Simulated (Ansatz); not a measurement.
# CH2FGaO (SMILES O=[CH][GaH][F]): one structure at several levels

One table from this session's results is given with a row withheld; the runs are named, their logs left out.

Method: single points in def2-TZVPP; program: Ansatz 0.2.0, Gaussian basis.

Correlated methods freeze the cores. Filled d shells of the heavier atoms are correlated.

## The system as given

SMILES `O=[CH][GaH][F]`, 6 atoms, charge 0, spin multiplicity 1.

Atoms are counted from 1 here; the program's logs count them from 0.

Bond lengths: O1–C2 1.209 Å, C2–Ga3 2.080 Å, C2–H5 1.212 Å, Ga3–F4 1.777 Å, Ga3–H6 1.621 Å. Angles: O1–C2–Ga3 127.1°, O1–C2–H5 117.0°, Ga3–C2–H5 115.8°, C2–Ga3–F4 102.5°, C2–Ga3–H6 136.3°, F4–Ga3–H6 117.9°.

Coordinates:

| atom | x (Å) | y (Å) | z (Å) |
| --- | --- | --- | --- |
| O1 | 1.8391 | 0.3877 | -0.8804 |
| C2 | 0.7219 | -0.0490 | -0.7311 |
| Ga3 | -0.4507 | 0.0609 | 0.9833 |
| F4 | -1.9783 | -0.6746 | 0.4505 |
| H5 | 0.2334 | -0.6450 | -1.6672 |
| H6 | -0.4723 | 0.9586 | 2.3332 |

The first run:

File run/in.yaml:

```yaml
crystal:
  periodic: [false, false, false]
  atoms:
    - {symbol: O, position_ang: [1.839100, 0.387700, -0.880400]}
    - {symbol: C, position_ang: [0.721900, -0.049000, -0.731100]}
    - {symbol: Ga, position_ang: [-0.450700, 0.060900, 0.983300]}
    - {symbol: F, position_ang: [-1.978300, -0.674600, 0.450500]}
    - {symbol: H, position_ang: [0.233400, -0.645000, -1.667200]}
    - {symbol: H, position_ang: [-0.472300, 0.958600, 2.333200]}
basis:
  gaussian: {orbitals: def2-TZVPP}
correlation: {method: ccsd_t}
output: {forces: true}
```

No record of the launch command was kept for these runs.

Steps of the session up to this table: CCSD(T)/def2-TZVPP; PBE0-D4/def2-TZVPP; wB97M-V/def2-TZVPP; r2SCAN-D4/def2-TZVPP; PBE-D4/def2-TZVPP; wB97X-V/def2-TZVPP; CAM-B3LYP-D4/def2-TZVPP.

One table of the session follows, with a row left open; its other results are not shown here.

| method | RMS force component (eV/Å) | angle to CCSD(T) forces (°) | dipole (D) |
| --- | --- | --- | --- |
| CCSD(T) | 0.776 | reference | 1.46 |
| PBE0-D4 | 0.792 | 33.5 | 1.34 |
| wB97M-V | 0.788 | 26.5 | 1.45 |
| r2SCAN-D4 | 0.730 | 27.9 | 1.20 |
| PBE-D4 | ? | ? | ? |
| wB97X-V | 0.771 | 21.5 | 1.47 |
| CAM-B3LYP-D4 | 0.825 | 32.6 | 1.43 |

Estimate the missing values for PBE-D4.

The run gave: RMS force component (eV/Å): 0.660; angle to CCSD(T) forces (°): 22.2; dipole (D): 1.10. In the column «RMS force component (eV/Å)» it is the lowest.
